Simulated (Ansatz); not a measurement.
## Cs, space group I4/mmm: a relaxation of cell and ions, step by step

With the Python package of Ansatz (0.2.0).

`cs.xyz`
```text
1
Lattice="-2.75007546 2.75007546 4.09723898 2.75007546 -2.75007546 4.09723898 2.75007546 2.75007546 -4.09723898" Properties=species:S:1:pos:R:3 pbc="T T T"
Cs    0.00000000    0.00000000    0.00000000
```

Typed at the interpreter:
```pycon
>>> import json
>>> import warnings
>>> import ansatz
>>> from ase import Atoms
>>> from ase.data import atomic_numbers
>>> from ase.io import write
>>> import matplotlib.pyplot as plt
>>> import numpy as np
>>> import spglib
>>> def edges_and_angles(cell):
...     cell = np.asarray(cell)
...     a, b, c = np.linalg.norm(cell, axis=1)
...     cosines = cell[1] @ cell[2] / (b * c), cell[0] @ cell[2] / (a * c), cell[0] @ cell[1] / (a * b)
...     return (a, b, c, *np.degrees(np.arccos(cosines)))
...
>>> warnings.simplefilter("ignore", ansatz.DeckWarning)
>>> structure = ansatz.Crystal.from_extxyz("cs.xyz")
>>> [site.symbol for site in structure.resolved().sites]
['Cs']
>>> # only the volume may change
>>> calc = structure.calculation()
>>> calc = calc.kpoints(spacing=0.26)
>>> calc = calc.basis(24 * ansatz.Ha).occupations(ansatz.OccupationsMethod.FERMI_DIRAC, width=0.05)
>>> calc = calc.functional(ansatz.Functional.R2SCAN)
>>> calc = calc.pseudopotentials("paw")
>>> calc = calc.relax(force_tolerance=0.05, fix_cell=["shape"], stress_tolerance=0.05)
>>> res = calc.run(threads=1, events_out="events.ndjson")

>>> with open("events.ndjson") as stream:
...     events = [json.loads(line) for line in stream]
...
>>> steps = [e["data"] for e in events if e["event"] == "relax_step"]
>>> report = res.report
>>> report["published_state_doubts"]
[]
>>> [(site.symbol, site.position_frac.round(4).tolist()) for site in res.lattice.sites]
[(<Element.CS: 'Cs'>, [0.0, 0.0, 0.0])]
>>> {key: value for key, value in report.items() if isinstance(value, (int, float)) and "ev" in key}
{'n_hpsi_unsolved_levels': 748, 'gap_by_band_count_ev': -2.4608608417496773, 'fermi_energy_ev': 2.049634039849979, 'harris_foulkes_ev': -5685.933170914441, 'scf_correction_max_component_ev_ang': 1.232595164407831e-32, 'free_energy_ev': -5685.933170914439, 'internal_energy_ev': -5685.927752412835, 'lagrangian_ev': -5685.933170914439, 'energy_sigma0_ev': -5685.930461663636, 'lagrangian_sigma0_ev': -5685.930461663636, 'lagrangian_above_aufbau_ev': -0.0023014958661867653, 'entropy_ts_ev': 0.005418501604615348}
>>> print("step   energy (eV)     max comp. (eV/A)   P (GPa)  SCF")
step   energy (eV)     max comp. (eV/A)   P (GPa)  SCF
>>> for s in steps:
...     print(f"{s['step']:4d} {s['lagrangian_ev']:15.5f} {s['allowed_force_max_ev_ang']:12.4f} {s['pressure_gpa']:10.3f} {s['n_scf']:5d}")
...
   1     -5685.93317       0.0000     -0.007     6
   2     -5685.93317       0.0000     -0.007     4
>>> first, last = steps[0], steps[-1]
>>> symbols = [site.symbol for site in res.lattice.sites]
>>> print(f"energy gained {first['lagrangian_ev'] - last['lagrangian_ev']:.4f} eV in {len(steps) - 1} steps")
energy gained 0.0000 eV in 1 steps
>>> for label, vectors in (("before", first["cell_ang"]), ("after", res.lattice.cell_ang)):
...     print(label, "a b c (A) {:.4f} {:.4f} {:.4f}  angles {:.2f} {:.2f} {:.2f}".format(*edges_and_angles(vectors)), f" V = {abs(np.linalg.det(vectors)):.3f} A^3")
...
before a b c (A) 5.6492 5.6492 5.6492  angles 121.74 121.74 87.02  V = 123.948 A^3
after a b c (A) 5.6492 5.6492 5.6492  angles 121.74 121.74 87.02  V = 123.948 A^3
>>> print("final stress xx yy zz (GPa, compression positive):", np.round(np.diag(report["stress_gpa"]), 3) + 0.0)
final stress xx yy zz (GPa, compression positive): [ 0.01   0.01  -0.041]
>>> print("atom   start x y z (A)              end x y z (A)")
atom   start x y z (A)              end x y z (A)
>>> for symbol, a, b in zip(symbols, first["positions_ang"], last["positions_ang"]):
...     print(f"{symbol:3s}", " ".join(f"{v:8.4f}" for v in a), "  ", " ".join(f"{v:8.4f}" for v in b))
...
Cs    0.0000   0.0000   0.0000      0.0000   0.0000   0.0000
>>> fractions = [site.position_frac for site in res.lattice.sites]
>>> numbers = [atomic_numbers[s] for s in symbols]
>>> for tolerance in (1e-3, 1e-2, 1e-1):
...     print(f"space group at {tolerance} A:", spglib.get_spacegroup((res.lattice.cell_ang, fractions, numbers), symprec=tolerance))
...
space group at 0.001 A: I4/mmm (139)
space group at 0.01 A: I4/mmm (139)
space group at 0.1 A: I4/mmm (139)
>>> fig, (top, bottom) = plt.subplots(2, 1, sharex=True, figsize=(4.5, 4))
>>> top.plot([s["lagrangian_ev"] - last["lagrangian_ev"] for s in steps], "o-")
[<matplotlib.lines.Line2D object at 0x...>]
>>> top.set_ylabel("E - E(final) (eV)")
Text(0, 0.5, 'E - E(final) (eV)')
>>> bottom.semilogy([max(s["allowed_force_max_ev_ang"], 1e-6) for s in steps], "s-")
[<matplotlib.lines.Line2D object at 0x...>]
>>> bottom.set(xlabel="step", ylabel="largest force (eV/A)")
[Text(0.5, 0, 'step'), Text(0, 0.5, 'largest force (eV/A)')]
>>> fig.tight_layout()
>>> fig.savefig("relax.png", dpi=100)
>>> relaxed = Atoms(symbols, positions=[site.position_ang for site in res.lattice.sites], cell=res.lattice.cell_ang, pbc=True)
>>> write("relaxed.cif", relaxed, format="cif")
>>> for key in ("converged", "n_iterations", "n_electrons", "n_kpoints", "n_pw", "n_symmetry_ops", "free_energy_ev", "fermi_energy_ev"):
...     print(f"{key:18s} {report[key]}")
...
converged          True
n_iterations       4
n_electrons        9.0
n_kpoints          40
n_pw               4709
n_symmetry_ops     16
free_energy_ev     -5685.933170914439
fermi_energy_ev    2.049634039849979
```

It writes `relaxed.cif`:
```cif
data_image0
_chemical_formula_structural       Cs
_chemical_formula_sum              "Cs1"
_cell_length_a       5.649176694937048
_cell_length_b       5.649176694937048
_cell_length_c       5.649176694937048
_cell_angle_alpha    121.73775195244458
_cell_angle_beta     121.73775195244458
_cell_angle_gamma    87.01558796860948

_space_group_name_H-M_alt    "P 1"
_space_group_IT_number       1

loop_
  _space_group_symop_operation_xyz
  'x, y, z'

loop_
  _atom_site_type_symbol
  _atom_site_label
  _atom_site_symmetry_multiplicity
  _atom_site_fract_x
  _atom_site_fract_y
  _atom_site_fract_z
  _atom_site_occupancy
  Cs  Cs1       1.0  0.0  0.0  0.0  1.0000
```

Total energies depend on the potentials; only differences at equal settings carry meaning. A total without «per atom» is that of the cell as typed. The zero of the levels is a convention of the potentials, so an absolute Fermi energy is no work function. Energies along a relaxation are free energies. Rows at an unchanged volume are solved on a plane-wave basis chosen afresh for that cell, so the energy jumps there and such rows are no steps of the walk. These metals are very soft, so angles and axial ratios aren't settled by this mesh and stress tolerance. A gap by band count of zero or less means overlapping bands, a metal, and at an odd count of electrons it is no gap at all. Edges and angles are those of the cell as typed, here a primitive one, not of the conventional cell. This isn't the structure that Cs takes at ambient conditions. Gaps and levels are Kohn-Sham values on a finite set of k-points, without spin-orbit coupling. It ran for 13 s on 1 thread of Intel(R) Xeon(R) Platinum 8488C (Sapphire Rapids) (shared host), peak memory 1.1 GiB.

(Lines on the test bed's own set-up are left out of the output.)
